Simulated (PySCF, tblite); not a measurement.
# C2H10B2OSi: geometry, infrared bands and NMR shifts

What infrared bands and NMR shifts should C2H10B2OSi (`B[SiH2]BOCC`) show?

Programs: tblite 0.8.0 and PySCF 2.14.0, with density-fitted response routines of our own. Each step states its level of theory. These are calculated values for one molecule in the gas phase, unless marked as measured. Atoms are numbered from 0 throughout.

## Step 1: Starting geometry

16 atoms, charge 0, multiplicity 1; geometry from: force field or distance geometry start.

Bonds of the start (Å): B0–Si1 1.94, Si1–B2 1.95, B2–O3 1.47, O3–C4 1.42, C4–C5 1.52, B0–H6 1.18, B0–H7 1.17, Si1–H8 1.45, Si1–H9 1.48, B2–H10 1.18, C4–H11 1.12, C4–H12 1.12, C5–H13 1.11, C5–H14 1.11, C5–H15 1.10.

## Step 2: Relaxing the molecule with GFN2-xTB

What the job is given:

```
{"job": {"kind": "relax", "xc": "GFN2-xTB", "basis": "xTB"}, "charge": 0, "multiplicity": 1}
B     -2.431100    -0.601500     0.012000
Si    -1.947700     1.164700     0.654000
B     -0.104200     1.555900     0.148800
O      0.651700     0.613100    -0.683400
C      1.392200    -0.237300     0.187500
C      2.163300    -1.238800    -0.664100
H     -2.733200    -1.445900     0.773900
H     -2.396300    -0.825900    -1.140100
H     -2.840800     2.166100     0.092400
H     -2.050800     1.180900     2.134500
H      0.361000     2.596900     0.439900
H      0.720400    -0.813900     0.865400
H      2.123900     0.351500     0.790900
H      1.469400    -1.854200    -1.264900
H      2.755000    -1.899100     0.001600
H      2.859500    -0.703600    -1.333200
```

Run with:

```sh
$ OMP_NUM_THREADS=1 python probes_run.py task.json out
```

One launch serves the whole session: the jobs run in the order shown.

**Question.** This job is followed by: GFN2-xTB harmonic vibrations, gas phase; GIAO PBE0/pcSseg-1 NMR shielding, non-relativistic, gas phase. What will the session give for the following? strongest single infrared mode (GFN2-xTB); zero-point energy (GFN2-xTB); 13C shifts against TMS (PBE0/pcSseg-1); 1H shifts against TMS (PBE0/pcSseg-1, means over atoms taken as alike); 11B shifts against BF3·OEt2 (PBE0/pcSseg-1); 29Si shifts against TMS (PBE0/pcSseg-1); 17O shifts against H2O (PBE0/pcSseg-1); surface potential, 1st and 99th percentile.

As calculated:

| quantity | value |
| --- | --- |
| strongest single infrared mode (GFN2-xTB) | 2089 cm⁻¹, 520 km/mol |
| zero-point energy (GFN2-xTB) | 73.7 kcal/mol |
| 13C shifts against TMS (PBE0/pcSseg-1) | 77.9, 21.5 ppm |
| 1H shifts against TMS (PBE0/pcSseg-1, means over atoms taken as alike) | 11.06, 6.44, 4.35, 3.73, 1.28 ppm |
| 11B shifts against BF3·OEt2 (PBE0/pcSseg-1) | 120.5, 60.1 ppm |
| 29Si shifts against TMS (PBE0/pcSseg-1) | -109.9 ppm |
| 17O shifts against H2O (PBE0/pcSseg-1) | 280.7 ppm |
| surface potential, 1st and 99th percentile | -0.57 V and 1.11 V |

Over 119 steps the energy fell by 1.213 eV; of the close pairs, B2–O3 changed most, 1.467 to 1.327 Å. No mode is imaginary among the 42: a minimum at this level. The strongest single mode, at 2089 cm⁻¹, moves mainly H9 and H8. GFN2-xTB is a fitted tight-binding method: band positions and strengths are rough. Its intensities can rank the bands wrongly. C4 (sp3 CH2 bonded to O) lies farthest downfield among carbon, at 77.9 ppm; deshielded by the electronegative neighbour. At PBE0/pcSseg-1: Shielding is most anisotropic at O3 (span 465 ppm, paramagnetic term -345 ppm). At PBE0/pcSseg-1, counted by nearest atom on the grid, the HOMO lies on B2 22 %; Si1 22 %, the LUMO on B0 54 %; H6, H7 about 13 % each.
